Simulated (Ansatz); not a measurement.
CsLaO3, space group Pm-3m, a comparison of functionals at one structure

Program: the Python package of Ansatz (0.2.0).

Script `xc_cslao3.py`:
```python
"""Functional comparison for CsLaO3 (totals differ with the potentials too)."""

import csv
import warnings

import ansatz as az
import numpy as np

warnings.simplefilter("ignore", az.DeckWarning)

vectors = np.array([
    [4.765355, 0.0, 0.0],
    [0.0, 4.765355, 0.0],
    [0.0, 0.0, 4.765355],
])
crystal = (
    az.Lattice.of(vectors)
    .atom("Cs", (0.0, 0.0, 0.0))
    .atom("La", (0.5, 0.5, 0.5))
    .atom("O", (0.5, 0.5, 0.0))
    .atom("O", (0.5, 0.0, 0.5))
    .atom("O", (0.0, 0.5, 0.5))
)

setup = (
    crystal.calculation()
    .kpoints(spacing=0.29)
    .pseudopotentials("paw")
    .occupations("fermi_dirac", width=0.15)  # the run then minimises F = E - TS
)

rows = []
for value in ["pbesol", "lda", "blyp"]:
    r = setup.functional(value).run().report
    rows.append((value, r["free_energy_ev"] / len(r["lattice"]["sites"]), r["n_iterations"], r["n_kpoints"]))

with open("xc.csv", "w", newline="") as handle:
    writer = csv.writer(handle)
    writer.writerow(["functional", "F/atom (eV)", "iterations", "k-points"])
    writer.writerows([round(v, 5) if isinstance(v, float) else v for v in row] for row in rows)
print(open("xc.csv").read())
```

Output of `python xc_cslao3.py`:
```text
functional,F/atom (eV),iterations,k-points
pbesol,-2686.18437,7,10
lda,-2649.60022,7,10
blyp,-2733.73261,7,10
```

Notes:
- BLYP can be off by several per cent in the lattices of metals, and by several GPa in the pressure at a fixed cell.
- The mesh is modest for a metal, so energies can be off by several to tens of meV an atom and pressures by half a GPa or more; differences at equal mesh fare better.
- A Fermi-Dirac width this large means warm electrons, whose thermal share enters the free energy.
- This cell is a computed structure, which may not be the phase found in nature.
- Total energies of different functionals can't be compared; pressures, moments and gaps at this one structure can.
- The whole script took 5 s on 1 thread of Intel(R) Xeon(R) Processor @ 2.30GHz, with other jobs on the host, peak memory 0.57 GiB.
